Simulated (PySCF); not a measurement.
# CH₉GeN₃: geometry, electronic excitations

What electronic excitations should CH₉GeN₃ (`C[NH][GeH]([NH2])[NH2]`) show?

Computed with PySCF 2.14.0, with density-fitted response routines of our own, on a single molecule in the gas phase. Atoms are numbered from 0 throughout.

**1. The molecule as given**

14 atoms, charge 0, multiplicity 1; geometry from: GFN2-xTB. The atoms were then displaced at random by about 0.01 Å, so the start is not that level's minimum.

Bonds of the start (Å): C0–N1 1.43, N1–Ge2 1.82, Ge2–N3 1.84, Ge2–N4 1.82, C0–H5 1.10, C0–H6 1.12, C0–H7 1.08, N1–H8 1.03, Ge2–H9 1.53, N3–H10 1.02, N3–H11 0.98, N4–H12 1.00, N4–H13 0.99.

**2. Geometry optimisation at PBE0-D3(BJ)/def2-SVP**

Job settings and geometry (Å):

```
{"job": {"xc": "PBE0", "basis": "def2-SVP", "d3": "d3bj", "grid": 1, "shake": 0.01, "kind": "geom"}, "charge": 0, "multiplicity": 1}
C     -1.857970    -0.245050    -0.171820
N     -1.072540    -0.185950     1.023260
Ge     0.714750     0.122680     0.955600
N      1.168050     1.421520    -0.263040
N      1.694400    -1.296080     0.361470
H     -2.787350    -0.800590     0.000190
H     -2.163400     0.772270    -0.532020
H     -1.289670    -0.696220    -0.971510
H     -1.561760     0.286180     1.794770
H      1.134700     0.347430     2.413170
H      0.741970     2.335030    -0.081330
H      2.125180     1.520700    -0.452610
H      1.479470    -2.160750     0.815960
H      1.667020    -1.436230    -0.619820
```

Started as:

```console
> OMP_NUM_THREADS=1 python probes_run.py task.json out
```

One launch serves the whole session: the jobs run in the order shown.

**Question.** This job is followed by: TDDFT PBE0/def2-TZVPD, vertical, gas phase, core orbitals frozen in the response. What will the session give for the following? point group; rotational constants (main isotopes); lowest singlet (PBE0/def2-TZVPD); brightest single state of those computed; lowest triplet.

The runs gave:

```
                                quantity                        value
                             point group                           C1
    rotational constants (main isotopes)         4.52, 2.47, 2.13 GHz
        lowest singlet (PBE0/def2-TZVPD)  5.40 eV (229 nm), f = 0.008
brightest single state of those computed  state 6, 6.55 eV, f = 0.048
                          lowest triplet                      5.23 eV
```

**Reading.** Over 8 steps the energy fell by 0.120 eV; of the close pairs, N3–H11 changed most, 0.981 to 1.017 Å. The lowest singlet, at 5.40 eV, is HOMO→LUMO 0.92 and is weak; of the 10 states computed, the strongest absorption comes from state 6 at 6.55 eV (the last state computed is bright too, and its partners may lie past the list). The lowest triplet lies 0.18 eV below the lowest singlet (triplets in Tamm-Dancoff, singlets in full TDDFT). States above −ε(HOMO) lie where TDDFT describes them poorly and they hang on the basis; the brightest is among them.
